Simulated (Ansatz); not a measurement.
# CH3FOSi: up Jacob's ladder to CCSD(T)

An exercise on one series of results from a longer session: the logs are not shown, and one member is left open.

Method: functionals in def2-TZVPP, the program's frozen cores in correlated methods; program: Ansatz 0.2.0, Gaussian basis.

Plan: LDA (SPW92), PBE-D4, revPBE-D4, BLYP-D4, r2SCAN-D4, B97M-V, PBE0-D4, B3LYP-D4, r2SCANh-D4, r2SCAN0-D4, HSE06-D4, BHLYP-D4, CAM-B3LYP-D4, LC-ωPBE, ωB97X-V, ωB97M-V, B2PLYP, PBE-QIDH; CCSD(T)/def2-SVP; CCSD(T)/def2-TZVPP; MP2/def2-QZVPP; extrapolation to the limit; RPA on PBE.

### The geometry

The geometry comes from an earlier relaxation with PBE0-D4 in a triple-zeta def2 set; it is a stationary point, not always the lowest conformer.

SMILES `F[SiH]1CO1`, 7 atoms, charge 0, spin multiplicity 1.

Atoms are counted from 1 here; the program's logs count them from 0.

Bond lengths: F1–Si2 1.584 Å, Si2–C3 1.790 Å, Si2–O4 1.634 Å, Si2–H5 1.469 Å, C3–O4 1.505 Å, C3–H6 1.087 Å, C3–H7 1.088 Å. Angles: F1–Si2–C3 121.7°, F1–Si2–O4 118.1°, F1–Si2–H5 107.5°, C3–Si2–O4 51.9°, C3–Si2–H5 127.6°, O4–Si2–H5 119.1°, Si2–C3–O4 58.7°, Si2–C3–H6 123.7°, Si2–C3–H7 121.1°, O4–C3–H6 112.3°, O4–C3–H7 111.8°, H6–C3–H7 113.5°, Si2–O4–C3 69.4°.

Set-up of the first run:

The input, in.yaml:

```yaml
crystal:
  periodic: [false, false, false]
  atoms:
    - {symbol: F, position_ang: [-2.105360, -0.021946, 0.299545]}
    - {symbol: Si, position_ang: [-0.702870, 0.117398, -0.423880]}
    - {symbol: C, position_ang: [0.837403, 0.019343, 0.481968]}
    - {symbol: O, position_ang: [0.336768, -1.140574, -0.335143]}
    - {symbol: H, position_ang: [-0.938247, 0.760002, -1.724151]}
    - {symbol: H, position_ang: [1.782307, 0.408566, 0.110753]}
    - {symbol: H, position_ang: [0.851198, -0.210688, 1.545109]}
basis:
  gaussian: {orbitals: def2-TZVPP}
hamiltonian: {xc: lda}
output: {orbitals: {seedname: orbitals}}
```

On the command line:

```bash
ansatz run in.yaml --threads 2 --pin off --events-out ev --progress --plain --max-ram 4352MiB
```

Among the steps run: LDA; PBE-D4 (GGA); revPBE-D4 (GGA); BLYP-D4 (GGA); r2SCAN-D4 (meta-GGA); B97M-V (meta-GGA); PBE0-D4 (hybrid); B3LYP-D4 (hybrid); r2SCANh-D4 (hybrid); r2SCAN0-D4 (hybrid); HSE06-D4 (hybrid); BHLYP-D4 (hybrid); CAM-B3LYP-D4 (range-separated); LC-ωPBE (range-separated); ωB97X-V (range-separated); ωB97M-V (range-separated); B2PLYP (double hybrid); PBE-QIDH (double hybrid).

One of the session's tables, all rows but one given; the rest of the session is left out.

| functional | HOMO (eV) | gap (eV) |
| --- | --- | --- |
| LDA (SPW92) | -6.82 | 5.78 |
| PBE-D4 | -6.65 | 5.83 |
| revPBE-D4 | -6.59 | 5.85 |
| BLYP-D4 | -6.53 | 5.78 |
| r2SCAN-D4 | -6.91 | 6.43 |
| B97M-V | -6.98 | 6.34 |
| PBE0-D4 | -8.01 | 8.04 |
| B3LYP-D4 | -7.78 | 7.55 |
| r2SCANh-D4 | ? | ? |
| r2SCAN0-D4 | -8.18 | 8.43 |
| HSE06-D4 | -7.60 | 7.26 |
| BHLYP-D4 | -9.27 | 10.11 |
| CAM-B3LYP-D4 | -9.42 | 10.40 |
| LC-ωPBE | -10.78 | 12.99 |
| ωB97X-V | -10.40 | 12.48 |
| ωB97M-V | -10.28 | 12.02 |

Q: Estimate the row for r2SCANh-D4 from the others.

Worked estimate for «HOMO (eV)». Against the share of exact exchange, r2SCAN-D4 (0, -6.91), r2SCAN0-D4 (0.25, -8.18) give a slope of -5.08 per unit share; at 0.1 the line stands at -7.42.

The run gave: HOMO (eV): -7.41; gap (eV): 7.24. In «HOMO (eV)» the line misses by -0.01.
